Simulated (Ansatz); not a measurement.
# C₆H₁₆O₂Si: one species, many methods

One table from this session's results is given with a row withheld; the runs are named, their logs left out.

Program: Ansatz 0.2.0, Gaussian basis. Level of theory: functionals in def2-TZVPP, the program's frozen cores in correlated methods. These are calculated values, not measurements.

Levels to be run: LDA (SPW92), PBE-D4, revPBE-D4, BLYP-D4, r2SCAN-D4, B97M-V, PBE0-D4, B3LYP-D4, r2SCANh-D4, r2SCAN0-D4, HSE06-D4, BHLYP-D4, CAM-B3LYP-D4, LC-ωPBE, ωB97X-V, ωB97M-V, B2PLYP, PBE-QIDH; CCSD(T)/def2-SVP; CCSD(T)/def2-TZVPP; MP2/def2-QZVPP; extrapolation to the limit; RPA on PBE.

### The geometry

The geometry comes from an earlier relaxation with PBE0-D4 in a triple-zeta def2 set; it is a stationary point, not always the lowest conformer.

SMILES `CCO[Si](C)(C)OCC`, 25 atoms, charge 0, spin multiplicity 1.

Atoms are counted from 1 here; the program's logs count them from 0.

Bond lengths: C1–C2 1.509 Å, C1–H10 1.092 Å, C1–H11 1.093 Å, C1–H12 1.092 Å, C2–O3 1.413 Å, C2–H13 1.098 Å, C2–H14 1.098 Å, O3–Si4 1.648 Å, Si4–C5 1.857 Å, Si4–C6 1.857 Å, Si4–O7 1.648 Å, C5–H15 1.093 Å, C5–H16 1.093 Å, C5–H17 1.093 Å, C6–H18 1.093 Å, C6–H19 1.093 Å, C6–H20 1.093 Å, O7–C8 1.413 Å and more. Angles: C2–C1–H10 110.4°, C2–C1–H11 110.5°, C2–C1–H12 110.6°, H10–C1–H11 108.5°, H10–C1–H12 108.2°, H11–C1–H12 108.5°, C1–C2–O3 109.5°, C1–C2–H13 110.1°, C1–C2–H14 110.1°, O3–C2–H13 110.4°, O3–C2–H14 109.7°, H13–C2–H14 107.1°, C2–O3–Si4 123.6°, O3–Si4–C5 104.8°, O3–Si4–C6 111.9°, O3–Si4–O7 109.9°, C5–Si4–C6 113.7°, C5–Si4–O7 111.9° and more.

As a file:

```
atom     x (Å)     y (Å)     z (Å)
  C1   1.74637  -0.51583  -2.67786
  C2   0.82490   0.36089  -1.86590
  O3  -0.18314  -0.43400  -1.27650
 Si4  -1.12660   0.06973  -0.02323
  C5  -2.24218  -1.36989   0.33723
  C6  -2.03644   1.63681  -0.42745
  O7  -0.18211   0.45451   1.27074
  C8   0.69208  -0.45910   1.90048
  C9   1.68905   0.29779   2.74324
 H10   1.18649  -1.04246  -3.45337
 H11   2.52309   0.08493  -3.15750
 H12   2.22849  -1.26016  -2.04048
 H13   1.39391   0.89235  -1.09136
 H14   0.36545   1.12227  -2.50982
 H15  -2.89344  -1.15830   1.18887
 H16  -2.87250  -1.59595  -0.52613
 H17  -1.66062  -2.26631   0.56612
 H18  -2.67147   1.50632  -1.30718
 H19  -2.67043   1.94204   0.40844
 H20  -1.33792   2.45287  -0.62813
 H21   1.21552  -1.06643   1.14993
 H22   0.11424  -1.14893   2.52947
 H23   2.28716   0.96758   2.12164
 H24   2.36276  -0.39441   3.25435
 H25   1.17406   0.89949   3.49489
```

Set-up of the first run:

The input, in.yaml:

```yaml
crystal:
  periodic: [false, false, false]
  atoms:
    - {symbol: C, position_ang: [1.746372, -0.515831, -2.677861]}
    - {symbol: C, position_ang: [0.824896, 0.360889, -1.865905]}
    - {symbol: O, position_ang: [-0.183144, -0.434000, -1.276503]}
    - {symbol: Si, position_ang: [-1.126601, 0.069728, -0.023226]}
    - {symbol: C, position_ang: [-2.242182, -1.369887, 0.337230]}
    - {symbol: C, position_ang: [-2.036444, 1.636807, -0.427445]}
    - {symbol: O, position_ang: [-0.182114, 0.454510, 1.270744]}
    - {symbol: C, position_ang: [0.692081, -0.459102, 1.900478]}
    - {symbol: C, position_ang: [1.689048, 0.297790, 2.743243]}
    - {symbol: H, position_ang: [1.186494, -1.042462, -3.453373]}
    - {symbol: H, position_ang: [2.523092, 0.084930, -3.157498]}
    - {symbol: H, position_ang: [2.228486, -1.260161, -2.040476]}
    - {symbol: H, position_ang: [1.393908, 0.892350, -1.091365]}
    - {symbol: H, position_ang: [0.365455, 1.122274, -2.509822]}
    - {symbol: H, position_ang: [-2.893445, -1.158304, 1.188874]}
    - {symbol: H, position_ang: [-2.872504, -1.595950, -0.526132]}
    - {symbol: H, position_ang: [-1.660617, -2.266307, 0.566124]}
    - {symbol: H, position_ang: [-2.671473, 1.506323, -1.307176]}
    - {symbol: H, position_ang: [-2.670433, 1.942040, 0.408439]}
    - {symbol: H, position_ang: [-1.337916, 2.452868, -0.628126]}
    - {symbol: H, position_ang: [1.215519, -1.066430, 1.149925]}
    - {symbol: H, position_ang: [0.114242, -1.148932, 2.529468]}
    - {symbol: H, position_ang: [2.287158, 0.967579, 2.121640]}
    - {symbol: H, position_ang: [2.362764, -0.394407, 3.254352]}
    - {symbol: H, position_ang: [1.174057, 0.899488, 3.494891]}
basis:
  gaussian: {orbitals: def2-TZVPP}
hamiltonian: {xc: lda}
output: {orbitals: {seedname: orbitals}}
```

Started as:

```console
> ansatz run in.yaml --threads 4 --pin off --events-out ev --progress --plain --max-ram 66560MiB --backend cuda --devices 0, --max-vram 37GiB
```

Among the steps run: LDA; PBE-D4 (GGA); revPBE-D4 (GGA); BLYP-D4 (GGA); r2SCAN-D4 (meta-GGA); B97M-V (meta-GGA); PBE0-D4 (hybrid); B3LYP-D4 (hybrid); r2SCANh-D4 (hybrid); r2SCAN0-D4 (hybrid); HSE06-D4 (hybrid); BHLYP-D4 (hybrid); CAM-B3LYP-D4 (range-separated); LC-ωPBE (range-separated); ωB97X-V (range-separated); ωB97M-V (range-separated); B2PLYP (double hybrid); PBE-QIDH (double hybrid).

One table of the session follows, with a row left open; its other results are not shown here.

It belongs to the step «Orbital energies across the functionals». 

```
  functional  HOMO (eV)  LUMO (eV)  gap (eV)
 LDA (SPW92)      -6.40      -0.02      6.38
      PBE-D4      -6.26       0.17      6.43
   revPBE-D4      -6.20       0.28      6.48
     BLYP-D4      -6.19       0.18      6.37
   r2SCAN-D4      -6.58       0.88      7.46
      B97M-V      -6.72       0.28      7.00
     PBE0-D4      -7.77       0.96      8.73
    B3LYP-D4      -7.56       0.63      8.19
  r2SCANh-D4      -7.15       1.11      8.26
  r2SCAN0-D4      -8.00       1.42      9.42
    HSE06-D4          ?          ?         ?
    BHLYP-D4      -9.20       1.54     10.73
CAM-B3LYP-D4      -9.22       1.70     10.92
     LC-ωPBE     -10.53       3.00     13.53
     ωB97X-V     -10.22       2.74     12.97
     ωB97M-V     -10.13       2.32     12.45
```

Q: Estimate the row for HSE06-D4 from the others.

As computed: HOMO (eV): -7.37; LUMO (eV): 0.59; gap (eV): 7.96. In the column «HOMO (eV)» it lies between B3LYP-D4 (-7.56) and r2SCANh-D4 (-7.15).
